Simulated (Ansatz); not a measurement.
# C₂H₆Sn: taking an electron away

One table from this session's results is given with a row withheld; the runs are named, their logs left out.

The runs use Ansatz 0.2.0, Gaussian basis; unrestricted cation, the program's frozen cores in correlated methods.

Levels to be run: UKS PBE-D4/def2-TZVPP; UKS r2SCAN-D4/def2-TZVPP; UKS PBE0-D4/def2-TZVPP; UKS B3LYP-D4/def2-TZVPP; UKS wB97X-V/def2-TZVPP; UKS wB97M-V/def2-TZVPP; UKS B2PLYP/def2-TZVPP; UHF-CCSD(T)/def2-TZVPP; UHF-MP2/def2-QZVPP; extrapolation to the limit; then −ε(HOMO) from the neutral's earlier runs with LDA (SPW92), PBE-D4, revPBE-D4, BLYP-D4, r2SCAN-D4, B97M-V, PBE0-D4, B3LYP-D4, r2SCANh-D4, r2SCAN0-D4, HSE06-D4, BHLYP-D4, CAM-B3LYP-D4, LC-ωPBE, ωB97X-V, ωB97M-V.

## Structure used throughout

The geometry comes from an earlier relaxation with PBE0-D4 in a triple-zeta def2 set; it is a stationary point, not always the lowest conformer. Sn takes the def2 core potential; no spin-orbit term is included.

SMILES `[CH3][Sn][CH3]`, 9 atoms, charge 0, spin multiplicity 1.

Atoms are counted from 1 here; the program's logs count them from 0.

Bond lengths: C1–Sn2 2.190 Å, C1–H4 1.095 Å, C1–H5 1.090 Å, C1–H6 1.095 Å, Sn2–C3 2.190 Å, C3–H7 1.095 Å, C3–H8 1.090 Å, C3–H9 1.095 Å. Angles: Sn2–C1–H4 109.3°, Sn2–C1–H5 113.0°, Sn2–C1–H6 109.3°, H4–C1–H5 109.0°, H4–C1–H6 107.1°, H5–C1–H6 109.0°, C1–Sn2–C3 92.8°, Sn2–C3–H7 109.4°, Sn2–C3–H8 113.0°, Sn2–C3–H9 109.2°, H7–C3–H8 109.0°, H7–C3–H9 107.1°, H8–C3–H9 109.0°.

The first run:

in.yaml

```yaml
crystal:
  periodic: [false, false, false]
  atoms:
    - {symbol: C, position_ang: [-0.789855, 1.030047, -0.899396]}
    - {symbol: Sn, position_ang: [1.299684, 0.397864, -0.722148]}
    - {symbol: C, position_ang: [0.844711, -1.029786, 0.875370]}
    - {symbol: H, position_ang: [-1.412280, 0.160869, -1.136021]}
    - {symbol: H, position_ang: [-0.940701, 1.793237, -1.663294]}
    - {symbol: H, position_ang: [-1.133554, 1.418340, 0.064985]}
    - {symbol: H, position_ang: [0.100595, -1.749207, 0.518334]}
    - {symbol: H, position_ang: [1.723642, -1.571712, 1.225447]}
    - {symbol: H, position_ang: [0.396157, -0.495853, 1.719626]}
basis:
  gaussian: {orbitals: def2-TZVPP}
total_charge: 1
magnetization: {spin_polarized: true, initial_magnetization: 1}
hamiltonian: {xc: pbe, dispersion: d4}
```

Started as:

```bash
$ ansatz run in.yaml --threads 4 --pin off --events-out ev --progress --plain --max-ram 10444MiB
```

Steps of the session up to this table: Cation, UKS PBE-D4/def2-TZVPP; Cation, UKS r2SCAN-D4/def2-TZVPP; Cation, UKS PBE0-D4/def2-TZVPP; Cation, UKS B3LYP-D4/def2-TZVPP; Cation, UKS wB97X-V/def2-TZVPP; Cation, UKS wB97M-V/def2-TZVPP; Cation, UKS B2PLYP (frozen core)/def2-TZVPP; Cation, UHF-CCSD(T)/def2-TZVPP; Cation, UHF-MP2/def2-QZVPP.

One of the session's tables, all rows but one given; the rest of the session is left out.

For comparison, −ε(HOMO) of the neutral from earlier runs:

| functional | −ε(HOMO) (eV) |
| --- | --- |
| LDA (SPW92) | ? |
| PBE-D4 | 4.98 |
| revPBE-D4 | 4.92 |
| BLYP-D4 | 4.87 |
| r2SCAN-D4 | 5.19 |
| B97M-V | 5.11 |
| PBE0-D4 | 5.92 |
| B3LYP-D4 | 5.78 |
| r2SCANh-D4 | 5.54 |
| r2SCAN0-D4 | 6.07 |
| HSE06-D4 | 5.54 |
| BHLYP-D4 | 6.77 |
| CAM-B3LYP-D4 | 7.15 |
| LC-ωPBE | 8.33 |
| ωB97X-V | 8.04 |
| ωB97M-V | 7.97 |

Q: Estimate the row for LDA (SPW92) from the others.

**Answer.** −ε(HOMO) (eV): 5.15. In the column «−ε(HOMO) (eV)» it lies between B97M-V (5.11) and r2SCAN-D4 (5.19).
